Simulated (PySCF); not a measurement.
# CH₅BF₂Si: core binding energies at several levels of theory, part 2 of 3

PySCF 2.14.0. Atoms count from 0. Earlier steps stand in the parts before.

## (5) Core holes by ΔSCF: PBE, X2C

What the job is given:

```
{"job": {"kind": "xps", "xc": "PBE"}, "charge": 0, "multiplicity": 1}
F     -1.987546     0.378619     1.342866
B     -1.491649     0.356992     0.116929
F     -1.980585     1.252196    -0.725407
C     -0.367924    -0.627433    -0.290073
Si     1.337680     0.106540     0.081519
H     -0.402104    -0.840725    -1.369649
H     -0.445699    -1.568940     0.275689
H      1.518495     1.380598    -0.677002
H      1.463027     0.395966     1.541517
H      2.406778    -0.855976    -0.318404
```

With the program's defaults for keys left out, this is: delta-SCF UKS PBE, pcX-2 on the ionised atom, pcseg-1 elsewhere, spin-free X2C.

Standard output:

```text
ground state, core basis on atom 0 (F), 130 functions
  cycle   1  E = -555.49112031  |g| = 6.93e-01
  cycle   2  E = -555.32318865  |g| = 1.23e+00
  cycle   3  E = -555.57673204  |g| = 1.14e-01
  cycle   4  E = -555.57895189  |g| = 4.41e-02
  cycle   5  E = -555.57935289  |g| = 8.55e-03
  cycle   6  E = -555.57936196  |g| = 4.95e-03
  cycle   7  E = -555.57936526  |g| = 6.49e-04
  cycle   8  E = -555.57936568  |g| = 1.51e-04
  E(ground) = -555.57856270 Eh
hole in F 1s of atom 0
  cycle   1  E = -529.24595411  |g| = 2.61e+00
  cycle   2  E = -528.97991495  |g| = 2.35e+00
  cycle   3  E = -530.04914416  |g| = 5.04e-01
  cycle   4  E = -530.04907890  |g| = 5.03e-01
  cycle   5  E = -530.13766569  |g| = 6.75e-02
  cycle   6  E = -530.13911048  |g| = 3.68e-02
  cycle   7  E = -530.13982122  |g| = 3.83e-03
  cycle   8  E = -530.13982981  |g| = 1.40e-03
  cycle   9  E = -530.13982982  |g| = 2.61e-04
  E(ion) = -530.13929892 Eh   <S^2> = 0.7539   hole on atom = 1.000   binding energy = 692.238 eV
ground state, core basis on atom 1 (B), 130 functions
  cycle   1  E = -555.53089828  |g| = 9.46e-02
  cycle   2  E = -555.52842701  |g| = 1.46e-01
  cycle   3  E = -555.53177559  |g| = 2.08e-02
  cycle   4  E = -555.53182117  |g| = 1.14e-02
  cycle   5  E = -555.53184655  |g| = 1.59e-03
  cycle   6  E = -555.53184791  |g| = 3.44e-04
  E(ground) = -555.53158904 Eh
hole in B 1s of atom 1
  cycle   1  E = -547.85429537  |g| = 1.18e+00
  cycle   2  E = -545.64527293  |g| = 2.06e+00
  cycle   3  E = -548.07957120  |g| = 4.66e-01
  cycle   4  E = -548.22978246  |g| = 1.28e-01
  cycle   5  E = -548.23768366  |g| = 8.20e-02
  cycle   6  E = -548.24025781  |g| = 4.55e-02
  cycle   7  E = -548.24113528  |g| = 5.91e-03
  cycle   8  E = -548.24114872  |g| = 3.01e-03
  cycle   9  E = -548.24115392  |g| = 8.04e-04
  cycle  10  E = -548.24115348  |g| = 5.79e-04
  cycle  11  E = -548.24115449  |g| = 2.44e-04
  E(ion) = -548.24088728 Eh   <S^2> = 0.7687   hole on atom = 1.000   binding energy = 198.390 eV
ground state, core basis on atom 3 (C), 130 functions
  cycle   1  E = -555.52854865  |g| = 7.59e-02
  cycle   2  E = -555.52818432  |g| = 5.28e-02
  cycle   3  E = -555.52833066  |g| = 4.54e-02
  cycle   4  E = -555.52870256  |g| = 2.32e-03
  cycle   5  E = -555.52870543  |g| = 3.02e-04
  E(ground) = -555.52840464 Eh
hole in C 1s of atom 3
  cycle   1  E = -544.31844561  |g| = 1.53e+00
  cycle   2  E = -543.39898319  |g| = 2.01e+00
  cycle   3  E = -544.81835364  |g| = 4.00e-01
  cycle   4  E = -544.85247195  |g| = 2.97e-01
  cycle   5  E = -544.88000853  |g| = 4.85e-02
  cycle   6  E = -544.88096261  |g| = 5.76e-03
  cycle   7  E = -544.88097911  |g| = 1.77e-03
  cycle   8  E = -544.88098070  |g| = 6.68e-04
  cycle   9  E = -544.88098077  |g| = 4.08e-04
  E(ion) = -544.88063131 Eh   <S^2> = 0.7600   hole on atom = 1.000   binding energy = 289.741 eV
ground state, core basis on atom 4 (Si), 141 functions
  cycle   1  E = -555.59478838  |g| = 2.67e-01
  cycle   2  E = -555.59481649  |g| = 4.14e-02
  cycle   3  E = -555.59476750  |g| = 3.52e-02
  cycle   4  E = -555.59496624  |g| = 1.00e-02
  cycle   5  E = -555.59499042  |g| = 1.81e-03
  cycle   6  E = -555.59499015  |g| = 3.01e-04
  E(ground) = -555.59474921 Eh
hole in Si 1s of atom 4
  cycle   1  E = -486.76241740  |g| = 4.42e+00
  cycle   2  E = -486.84797379  |g| = 2.26e+00
  cycle   3  E = -487.52119242  |g| = 7.54e-01
  cycle   4  E = -487.79061018  |g| = 3.09e-01
  cycle   5  E = -487.84116927  |g| = 9.34e-02
  cycle   6  E = -487.84539947  |g| = 2.19e-02
  cycle   7  E = -487.84563664  |g| = 6.72e-03
  cycle   8  E = -487.84565024  |g| = 2.76e-03
  cycle   9  E = -487.84565405  |g| = 5.10e-04
  cycle  10  E = -487.84565293  |g| = 3.01e-04
  E(ion) = -487.84538389 Eh   <S^2> = 0.7515   hole on atom = 1.000   binding energy = 1843.554 eV
hole in Si 2p of atom 4
  cycle   1  E = -551.34863394  |g| = 1.23e+00
  cycle   2  E = -551.21336823  |g| = 1.15e+00
  cycle   3  E = -551.64416002  |g| = 2.26e-01
  cycle   4  E = -551.67056265  |g| = 9.78e-02
  cycle   5  E = -551.67467651  |g| = 3.75e-02
  cycle   6  E = -551.67545840  |g| = 4.69e-03
  cycle   7  E = -551.67546773  |g| = 2.31e-03
  cycle   8  E = -551.67546740  |g| = 7.75e-04
  cycle   9  E = -551.67546793  |g| = 1.82e-04
  E(ion) = -551.67519394 Eh   <S^2> = 0.7518   hole on atom = 1.002   binding energy = 106.657 eV
  2p3/2 = 106.441 eV   2p1/2 = 107.064 eV
```

Run time: 15 s. Hardware: 1 thread of Arm Neoverse V1, shared host; peak memory 0.51 GiB.

The holes in one table. −ε is the ground-state orbital energy:

```csv
hole,stands for,environment,ΔSCF (eV; 2p as the shell's mean),−ε (eV),⟨S²⟩
F1s on F0,"F0, F2",fluorine bonded to B,692.24,660.9,0.754
B1s on B1,B1,"boron bonded to C, 2 F",198.39,179.6,0.769
C1s on C3,C3,sp3 CH2 bonded to B and Si,289.74,269.2,0.760
Si1s on Si4,Si4,"silicon bonded to C, 3 H",1843.55,1783.7,0.751
Si2p on Si4,Si4,"silicon bonded to C, 3 H",106.65,94.3,0.752
```

Each hole run stands for the others of its class of like atoms.

With the spin-orbit splitting: Si4 2p3/2 106.44, 2p1/2 107.06 eV. The table gives each 2p level as the mean over the whole 2p shell (two parts 2p3/2, one part 2p1/2), which differs a little from the single hole in the log.

## (6) Core-electron binding energies: HF, X2C

Same as in step 5 but for these lines:

```diff
@@ -1,2 +1,2 @@
-{"job": {"kind": "xps", "xc": "PBE"}, "charge": 0, "multiplicity": 1}
+{"job": {"kind": "xps", "xc": "HF"}, "charge": 0, "multiplicity": 1}
 F     -1.987546     0.378619     1.342866
```

With the program's defaults for keys left out, this is: delta-SCF UKS HF, pcX-2 on the ionised atom, pcseg-1 elsewhere, spin-free X2C.

Standard output:

```text
ground state, core basis on atom 0 (F), 130 functions
  cycle   1  E = -554.04210153  |g| = 6.19e-01
  cycle   2  E = -554.11483268  |g| = 3.41e-01
  cycle   3  E = -554.13229500  |g| = 5.55e-02
  cycle   4  E = -554.13334043  |g| = 1.02e-02
  cycle   5  E = -554.13338679  |g| = 2.14e-03
  cycle   6  E = -554.13338971  |g| = 5.92e-04
  cycle   7  E = -554.13338989  |g| = 2.21e-04
  E(ground) = -554.13338989 Eh
hole in F 1s of atom 0
  cycle   1  E = -527.80001046  |g| = 2.56e+00
  cycle   2  E = -528.46782027  |g| = 1.13e+00
  cycle   3  E = -528.67143786  |g| = 8.20e-02
  cycle   4  E = -528.67306110  |g| = 2.14e-02
  cycle   5  E = -528.67325667  |g| = 1.10e-02
  cycle   6  E = -528.67332389  |g| = 3.07e-03
  cycle   7  E = -528.67333009  |g| = 7.07e-04
  cycle   8  E = -528.67333046  |g| = 2.44e-04
  E(ion) = -528.67333046 Eh   <S^2> = 0.7603   hole on atom = 1.000   binding energy = 692.804 eV
ground state, core basis on atom 1 (B), 130 functions
  cycle   1  E = -554.08320936  |g| = 6.28e-02
  cycle   2  E = -554.08363279  |g| = 3.61e-02
  cycle   3  E = -554.08382178  |g| = 3.18e-03
  cycle   4  E = -554.08382431  |g| = 5.95e-04
  cycle   5  E = -554.08382444  |g| = 2.61e-04
  E(ground) = -554.08382444 Eh
hole in B 1s of atom 1
  cycle   1  E = -546.36963909  |g| = 1.15e+00
  cycle   2  E = -546.63766025  |g| = 4.82e-01
  cycle   3  E = -546.71835499  |g| = 1.55e-01
  cycle   4  E = -546.72681497  |g| = 3.13e-02
  cycle   5  E = -546.72740778  |g| = 1.26e-02
  cycle   6  E = -546.72763813  |g| = 6.07e-03
  cycle   7  E = -546.72770037  |g| = 2.91e-03
  cycle   8  E = -546.72771668  |g| = 1.22e-03
  cycle   9  E = -546.72772065  |g| = 4.60e-04
  E(ion) = -546.72772065 Eh   <S^2> = 0.7708   hole on atom = 1.000   binding energy = 200.170 eV
ground state, core basis on atom 3 (C), 130 functions
  cycle   1  E = -554.07898993  |g| = 2.93e-02
  cycle   2  E = -554.07908330  |g| = 8.14e-03
  cycle   3  E = -554.07909311  |g| = 3.70e-03
  cycle   4  E = -554.07909554  |g| = 4.17e-04
  E(ground) = -554.07909554 Eh
hole in C 1s of atom 3
  cycle   1  E = -542.85211157  |g| = 1.50e+00
  cycle   2  E = -543.21425393  |g| = 7.59e-01
  cycle   3  E = -543.40336687  |g| = 1.02e-01
  cycle   4  E = -543.40749609  |g| = 2.42e-02
  cycle   5  E = -543.40791905  |g| = 1.45e-02
  cycle   6  E = -543.40825311  |g| = 6.86e-03
  cycle   7  E = -543.40836482  |g| = 1.68e-03
  cycle   8  E = -543.40837062  |g| = 4.64e-04
  E(ion) = -543.40837062 Eh   <S^2> = 0.7801   hole on atom = 1.000   binding energy = 290.365 eV
ground state, core basis on atom 4 (Si), 141 functions
  cycle   1  E = -554.14539920  |g| = 7.24e-02
  cycle   2  E = -554.14558168  |g| = 7.50e-03
  cycle   3  E = -554.14559254  |g| = 2.51e-03
  cycle   4  E = -554.14559431  |g| = 6.95e-04
  cycle   5  E = -554.14559452  |g| = 2.06e-04
  E(ground) = -554.14559452 Eh
hole in Si 1s of atom 4
  cycle   1  E = -485.19217449  |g| = 4.32e+00
  cycle   2  E = -486.14185988  |g| = 1.00e+00
  cycle   3  E = -486.23764730  |g| = 7.92e-02
  cycle   4  E = -486.23937728  |g| = 1.56e-02
  cycle   5  E = -486.23951829  |g| = 5.02e-03
  cycle   6  E = -486.23955463  |g| = 2.59e-03
  cycle   7  E = -486.23956836  |g| = 1.47e-03
  cycle   8  E = -486.23957504  |g| = 6.06e-04
  cycle   9  E = -486.23957615  |g| = 2.35e-04
  E(ion) = -486.23957615 Eh   <S^2> = 0.7550   hole on atom = 1.000   binding energy = 1847.817 eV
hole in Si 2p of atom 4
  cycle   1  E = -549.90401559  |g| = 1.20e+00
  cycle   2  E = -550.19221164  |g| = 3.92e-01
  cycle   3  E = -550.21928353  |g| = 2.83e-02
  cycle   4  E = -550.21980314  |g| = 1.10e-02
  cycle   5  E = -550.21993509  |g| = 5.67e-03
  cycle   6  E = -550.22000176  |g| = 3.00e-03
  cycle   7  E = -550.22002420  |g| = 1.38e-03
  cycle   8  E = -550.22002948  |g| = 4.95e-04
  E(ion) = -550.22002948 Eh   <S^2> = 0.7610   hole on atom = 1.002   binding energy = 106.820 eV
  2p3/2 = 106.622 eV   2p1/2 = 107.217 eV
```

It took 14 s on 1 thread of Arm Neoverse V1, shared host; peak memory 0.44 GiB.

The holes in one table. −ε is the ground-state orbital energy:

```csv
hole,stands for,environment,ΔSCF (eV; 2p as the shell's mean),−ε (eV),⟨S²⟩
F1s on F0,"F0, F2",fluorine bonded to B,692.80,716.6,0.760
B1s on B1,B1,"boron bonded to C, 2 F",200.17,209.9,0.771
C1s on C3,C3,sp3 CH2 bonded to B and Si,290.37,305.5,0.780
Si1s on Si4,Si4,"silicon bonded to C, 3 H",1847.82,1876.3,0.755
Si2p on Si4,Si4,"silicon bonded to C, 3 H",106.82,115.4,0.761
```

Each hole run stands for the others of its class of like atoms.

With the spin-orbit splitting: Si4 2p3/2 106.62, 2p1/2 107.22 eV. The table gives each 2p level as the mean over the whole 2p shell (two parts 2p3/2, one part 2p1/2), which differs a little from the single hole in the log.

## (7) Core holes by ΔSCF: SCAN, X2C

Same as in step 6 but for these lines:

```diff
@@ -1,2 +1,2 @@
-{"job": {"kind": "xps", "xc": "HF"}, "charge": 0, "multiplicity": 1}
+{"job": {"kind": "xps", "basis": "pcX-1"}, "charge": 0, "multiplicity": 1}
 F     -1.987546     0.378619     1.342866
```

With the program's defaults for keys left out, this is: delta-SCF UKS SCAN, pcX-1 on the ionised atom, pcseg-1 elsewhere, spin-free X2C.

Standard output:

```text
ground state, core basis on atom 0 (F), 109 functions
  cycle   1  E = -555.78096395  |g| = 7.33e-01
  cycle   2  E = -555.67093582  |g| = 1.13e+00
  cycle   3  E = -555.86976868  |g| = 9.75e-02
  cycle   4  E = -555.87156819  |g| = 3.17e-02
  cycle   5  E = -555.87179997  |g| = 6.06e-03
  cycle   6  E = -555.87180602  |g| = 4.35e-03
  cycle   7  E = -555.87180766  |g| = 1.24e-03
  cycle   8  E = -555.87180736  |g| = 1.55e-04
  E(ground) = -555.89714824 Eh
hole in F 1s of atom 0
  cycle   1  E = -529.51248576  |g| = 2.57e+00
  cycle   2  E = -529.48569450  |g| = 2.06e+00
  cycle   3  E = -530.31823445  |g| = 4.03e-01
  cycle   4  E = -530.32852252  |g| = 3.59e-01
  cycle   5  E = -530.37174034  |g| = 4.49e-02
  cycle   6  E = -530.37232209  |g| = 2.37e-02
  cycle   7  E = -530.37263632  |g| = 2.08e-03
  cycle   8  E = -530.37263532  |g| = 8.91e-04
  cycle   9  E = -530.37263815  |g| = 2.75e-04
  E(ion) = -530.40513211 Eh   <S^2> = 0.7559   hole on atom = 1.000   binding energy = 693.673 eV
ground state, core basis on atom 1 (B), 109 functions
  cycle   1  E = -555.87340352  |g| = 3.85e-02
  cycle   2  E = -555.87309242  |g| = 5.57e-02
  cycle   3  E = -555.87356587  |g| = 7.39e-03
  cycle   4  E = -555.87357024  |g| = 3.41e-03
  cycle   5  E = -555.87357437  |g| = 3.99e-04
  E(ground) = -555.89841323 Eh
hole in B 1s of atom 1
  cycle   1  E = -548.16665367  |g| = 1.16e+00
  cycle   2  E = -546.24580942  |g| = 1.85e+00
  cycle   3  E = -548.37740428  |g| = 4.66e-01
  cycle   4  E = -548.53515010  |g| = 9.81e-02
  cycle   5  E = -548.53860977  |g| = 6.02e-02
  cycle   6  E = -548.53975350  |g| = 3.79e-02
  cycle   7  E = -548.54032679  |g| = 7.69e-03
  cycle   8  E = -548.54036040  |g| = 3.98e-03
  cycle   9  E = -548.54037078  |g| = 1.45e-03
  cycle  10  E = -548.54037317  |g| = 7.75e-04
  cycle  11  E = -548.54037492  |g| = 4.41e-04
  E(ion) = -548.56851011 Eh   <S^2> = 0.7757   hole on atom = 1.000   binding energy = 199.457 eV
ground state, core basis on atom 3 (C), 109 functions
  cycle   1  E = -555.87370505  |g| = 3.27e-02
  cycle   2  E = -555.87353945  |g| = 3.87e-02
  cycle   3  E = -555.87390155  |g| = 5.14e-03
  cycle   4  E = -555.87390597  |g| = 3.52e-03
  cycle   5  E = -555.87390938  |g| = 6.39e-04
  cycle   6  E = -555.87390833  |g| = 9.92e-05
  E(ground) = -555.89716812 Eh
hole in C 1s of atom 3
  cycle   1  E = -544.63153388  |g| = 1.51e+00
  cycle   2  E = -544.05450626  |g| = 1.74e+00
  cycle   3  E = -545.14389867  |g| = 3.73e-01
  cycle   4  E = -545.17974995  |g| = 2.29e-01
  cycle   5  E = -545.19546467  |g| = 4.07e-02
  cycle   6  E = -545.19605575  |g| = 4.71e-03
  cycle   7  E = -545.19607033  |g| = 1.86e-03
  cycle   8  E = -545.19607206  |g| = 8.59e-04
  cycle   9  E = -545.19607395  |g| = 7.86e-04
  cycle  10  E = -545.19607348  |g| = 1.98e-04
  E(ion) = -545.21855324 Eh   <S^2> = 0.7663   hole on atom = 1.000   binding energy = 290.580 eV
ground state, core basis on atom 4 (Si), 121 functions
  cycle   1  E = -555.97122939  |g| = 1.83e-01
  cycle   2  E = -555.97102585  |g| = 5.26e-02
  cycle   3  E = -555.97087234  |g| = 5.39e-02
  cycle   4  E = -555.97161471  |g| = 8.95e-03
  cycle   5  E = -555.97162648  |g| = 3.20e-03
  cycle   6  E = -555.97162607  |g| = 1.13e-04
  E(ground) = -555.95256460 Eh
hole in Si 1s of atom 4
  cycle   1  E = -487.03527273  |g| = 4.35e+00
  cycle   2  E = -487.37318909  |g| = 2.00e+00
  cycle   3  E = -487.90644194  |g| = 5.67e-01
  cycle   4  E = -488.06398242  |g| = 2.03e-01
  cycle   5  E = -488.08686628  |g| = 5.33e-02
  cycle   6  E = -488.08804985  |g| = 2.05e-02
  cycle   7  E = -488.08826578  |g| = 3.47e-03
  cycle   8  E = -488.08826932  |g| = 2.24e-03
  cycle   9  E = -488.08827071  |g| = 7.89e-04
  cycle  10  E = -488.08827112  |g| = 1.35e-04
  E(ion) = -488.07800927 Eh   <S^2> = 0.7523   hole on atom = 1.000   binding energy = 1846.961 eV
hole in Si 2p of atom 4
  cycle   1  E = -551.69089058  |g| = 1.22e+00
  cycle   2  E = -551.68321725  |g| = 9.75e-01
  cycle   3  E = -551.99119507  |g| = 1.71e-01
  cycle   4  E = -552.00627580  |g| = 7.00e-02
  cycle   5  E = -552.00846829  |g| = 2.40e-02
  cycle   6  E = -552.00877383  |g| = 3.16e-03
  cycle   7  E = -552.00877901  |g| = 1.35e-03
  cycle   8  E = -552.00877943  |g| = 7.30e-04
  cycle   9  E = -552.00878062  |g| = 1.76e-04
  E(ion) = -552.00215101 Eh   <S^2> = 0.7521   hole on atom = 1.002   binding energy = 107.496 eV
  2p3/2 = 107.283 eV   2p1/2 = 107.903 eV
```

Run time: 19 s. Hardware: 1 thread of Arm Neoverse V1, shared host; peak memory 0.37 GiB.

Binding energies by hole, beside the orbital energy of the ground state; the difference holds orbital relaxation and, for a density functional, its self-interaction error:

```csv
hole,stands for,environment,ΔSCF (eV; 2p as the shell's mean),−ε (eV),⟨S²⟩
F1s on F0,"F0, F2",fluorine bonded to B,693.67,666.7,0.756
B1s on B1,B1,"boron bonded to C, 2 F",199.46,182.8,0.776
C1s on C3,C3,sp3 CH2 bonded to B and Si,290.58,273.6,0.766
Si1s on Si4,Si4,"silicon bonded to C, 3 H",1846.96,1793.7,0.752
Si2p on Si4,Si4,"silicon bonded to C, 3 H",107.49,96.5,0.752
```

Each hole run stands for the others of its class of like atoms.

With the spin-orbit splitting: Si4 2p3/2 107.28, 2p1/2 107.90 eV. The table gives each 2p level as the mean over the whole 2p shell (two parts 2p3/2, one part 2p1/2), which differs a little from the single hole in the log.

(Continued in part 3 of 3.)
